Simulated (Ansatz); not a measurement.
Run this with Ansatz 0.2.0, Python API and show what comes out.

The script, `freq.py`:
```python
import itertools

import ansatz as az
from ase.data import atomic_numbers, covalent_radii
import numpy as np

GEOMETRY = """
F    -1.17110   -0.18760    1.05030
Si   -0.36620   -0.23880   -0.31480
I     1.93520   -0.72270    0.25120
H    -0.34240    1.08880   -1.00710
"""


def main() -> None:
    mol = az.Crystal.molecule()
    for line in GEOMETRY.strip().splitlines():
        symbol, *xyz = line.split()
        mol = mol.atom(symbol, [float(v) for v in xyz])

    job = (
        mol.calculation()
        .basis(gaussian="def2-SVP")
        .functional("pbe0")
        .spin("collinear", total=1)
    )
    symbols = [site.symbol for site in mol.cartesian_sites]
    start = np.array([site.position_ang for site in mol.cartesian_sites], dtype=float)
    rep = job.relax(force_tolerance=0.003).run(threads=1).report
    end = np.array(rep["positions_ang"])

    radius = [covalent_radii[atomic_numbers[s]] for s in symbols]
    span = lambda where, i, j: np.linalg.norm(where[i] - where[j])
    bonded = [(i, j) for i, j in itertools.combinations(range(len(symbols)), 2) if min(span(start, i, j), span(end, i, j)) < 1.2 * (radius[i] + radius[j])]
    print("pair        before    after (A)")
    for i, j in bonded:
        print(f"{symbols[i]}{i}-{symbols[j]}{j}".ljust(10), f"{span(start, i, j):8.4f} {span(end, i, j):8.4f}")
    for first, second in list(itertools.combinations(bonded, 2)):
        shared = set(first) & set(second)
        if shared and symbols[(j := shared.pop())] != "H":
            i, k = sorted((set(first) | set(second)) - {j})
            u, v = end[i] - end[j], end[k] - end[j]
            angle = np.degrees(np.arccos(np.clip(u @ v / np.linalg.norm(u) / np.linalg.norm(v), -1, 1)))
            print(f"final angle {symbols[i]}{i}-{symbols[j]}{j}-{symbols[k]}{k}: {angle:.2f} deg")

    minimum = az.Crystal.molecule()
    for symbol, place in zip(symbols, end):
        minimum = minimum.atom(symbol, place.tolist())
    vibrating = minimum.calculation()
    vibrating = vibrating.basis(gaussian="def2-SVP")
    vibrating = vibrating.functional("pbe0")
    vibrating = vibrating.spin("collinear", total=1)
    vibrating = vibrating.phonons(temperatures=(200, 600, 100))
    vib = vibrating.run(threads=1).report["vibrations"]
    sums = vib["harmonic_sums"]
    modes = [m["omega_inv_cm"] for m in sums["modes_at_gamma"] if m["rigid_motion"] == "no"]
    for number, w in enumerate(modes, start=1):
        print(f"mode {number:2d} {w:9.1f} 1/cm {w / 8065.544 * 1000:8.2f} meV")
    print("imaginary modes:", sum(w < 0 for w in modes), " zero-point energy:", round(sums["zero_point_energy_ev"], 4), "eV")
    print("T (K)   F_vib (eV)   S_vib (meV/K)   C_vib (meV/K)")
    for row in zip(sums["temperatures_k"], sums["vibrational_free_energy_ev"], vib["entropy_ev_per_k"], vib["heat_capacity_ev_per_k"]):
        print(f"{row[0]:6.1f} {row[1]:11.4f} {1000 * row[2]:13.4f} {1000 * row[3]:15.4f}")


if __name__ == "__main__":
    main()
```

Output of `python freq.py`:
```text
pair        before    after (A)
F0-Si1       1.5856   1.6249
Si1-I2       2.4189   2.4407
Si1-H3       1.4975   1.5003
final angle F0-Si1-I2: 109.62 deg
final angle F0-Si1-H3: 106.93 deg
final angle I2-Si1-H3: 108.66 deg
mode  1     177.4 1/cm    22.00 meV
mode  2     373.0 1/cm    46.24 meV
mode  3     630.0 1/cm    78.11 meV
mode  4     758.8 1/cm    94.08 meV
mode  5     893.3 1/cm   110.76 meV
mode  6    2172.3 1/cm   269.33 meV
imaginary modes: 0  zero-point energy: 0.3103 eV
T (K)   F_vib (eV)   S_vib (meV/K)   C_vib (meV/K)
 200.0      0.3031        0.1024          0.1605
 300.0      0.2888        0.1841          0.2443
 400.0      0.2664        0.2631          0.3037
 500.0      0.2364        0.3356          0.3450
 600.0      0.1995        0.4013          0.3754
```

Caveats:
- The frequencies are harmonic and unscaled, in a modest basis.
- def2 sets replace the cores of elements past krypton by effective core potentials.
- The run takes the species as open-shell (spin multiplicity 2), which needn't be its ground state.
- Finished in 93 s on 1 thread of Arm Neoverse V1, with other jobs on the host, peak memory 0.25 GiB.
